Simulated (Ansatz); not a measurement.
# H₅NSiTe: a ladder of functionals and wavefunction methods

The task here is to estimate one member of a computed series from the others.

The runs use Ansatz 0.2.0, Gaussian basis; functionals in def2-TZVPP, the program's frozen cores in correlated methods.

Plan: LDA (SPW92), PBE-D4, revPBE-D4, BLYP-D4, r2SCAN-D4, B97M-V, PBE0-D4, B3LYP-D4, r2SCANh-D4, r2SCAN0-D4, HSE06-D4, BHLYP-D4, CAM-B3LYP-D4, LC-ωPBE, ωB97X-V, ωB97M-V, B2PLYP, PBE-QIDH; CCSD(T)/def2-SVP; CCSD(T)/def2-TZVPP; MP2/def2-QZVPP; extrapolation to the limit; RPA on PBE.

## The relaxed structure

The geometry comes from an earlier relaxation with PBE0-D4 in a triple-zeta def2 set; it is a stationary point, not always the lowest conformer. Te takes the def2 core potential; no spin-orbit term is included.

8 atoms, charge 0, spin multiplicity 1.

Atoms are counted from 1 here; the program's logs count them from 0.

Bond lengths: N1–Si2 1.714 Å, N1–H4 1.008 Å, N1–H5 1.008 Å, Si2–Te3 2.513 Å, Si2–H6 1.482 Å, Si2–H7 1.483 Å, Te3–H8 1.658 Å. Angles: Si2–N1–H4 119.5°, Si2–N1–H5 118.5°, H4–N1–H5 110.5°, N1–Si2–Te3 118.0°, N1–Si2–H6 106.5°, N1–Si2–H7 109.5°, Te3–Si2–H6 108.8°, Te3–Si2–H7 102.2°, H6–Si2–H7 112.0°, Si2–Te3–H8 91.9°.

The first run:

Contents of in.yaml:

```yaml
crystal:
  periodic: [false, false, false]
  atoms:
    - {symbol: N, position_ang: [-0.836466, 0.566601, -0.961836]}
    - {symbol: Si, position_ang: [0.563089, 0.395311, 0.012216]}
    - {symbol: Te, position_ang: [1.087675, -1.884216, 0.930705]}
    - {symbol: H, position_ang: [-0.930084, 0.010484, -1.797867]}
    - {symbol: H, position_ang: [-1.729907, 0.671998, -0.506765]}
    - {symbol: H, position_ang: [0.408158, 1.341039, 1.142493]}
    - {symbol: H, position_ang: [1.769369, 0.690958, -0.798739]}
    - {symbol: H, position_ang: [-0.239634, -1.849275, 1.923996]}
basis:
  gaussian: {orbitals: def2-TZVPP}
hamiltonian: {xc: lda}
output: {orbitals: {seedname: orbitals}}
```

Started as:

```bash
> ansatz run in.yaml --threads 2 --pin off --events-out ev --progress --plain --max-ram 4352MiB
```

Steps of the session up to this table: LDA; PBE-D4 (GGA); revPBE-D4 (GGA); BLYP-D4 (GGA); r2SCAN-D4 (meta-GGA); B97M-V (meta-GGA); PBE0-D4 (hybrid); B3LYP-D4 (hybrid); r2SCANh-D4 (hybrid); r2SCAN0-D4 (hybrid); HSE06-D4 (hybrid); BHLYP-D4 (hybrid); CAM-B3LYP-D4 (range-separated); LC-ωPBE (range-separated); ωB97X-V (range-separated); ωB97M-V (range-separated); B2PLYP (double hybrid); PBE-QIDH (double hybrid).

One table of the session follows, with a row left open; its other results are not shown here.

It belongs to the step «Orbital energies across the functionals». 

| functional | HOMO (eV) | gap (eV) |
| --- | --- | --- |
| LDA (SPW92) | -5.46 | 4.12 |
| PBE-D4 | -5.32 | 4.12 |
| revPBE-D4 | -5.27 | 4.13 |
| BLYP-D4 | -5.15 | 4.02 |
| r2SCAN-D4 | -5.57 | 4.59 |
| B97M-V | -5.58 | 4.48 |
| PBE0-D4 | -6.35 | 5.96 |
| B3LYP-D4 | -6.13 | 5.49 |
| r2SCANh-D4 | -5.95 | 5.26 |
| r2SCAN0-D4 | ? | ? |
| HSE06-D4 | -5.96 | 5.19 |
| BHLYP-D4 | -7.22 | 7.65 |
| CAM-B3LYP-D4 | -7.56 | 8.16 |
| LC-ωPBE | -8.86 | 10.59 |
| ωB97X-V | -8.54 | 10.15 |
| ωB97M-V | -8.43 | 9.84 |

Q: Estimate the row for r2SCAN0-D4 from the others.

Worked estimate for «HOMO (eV)». Against the share of exact exchange, r2SCAN-D4 (0, -5.57), r2SCANh-D4 (0.1, -5.95) give a slope of -3.80 per unit share; at 0.25 the line stands at -6.52.

The run gave: HOMO (eV): -6.52; gap (eV): 6.26. In «HOMO (eV)» the line misses by 0.00.
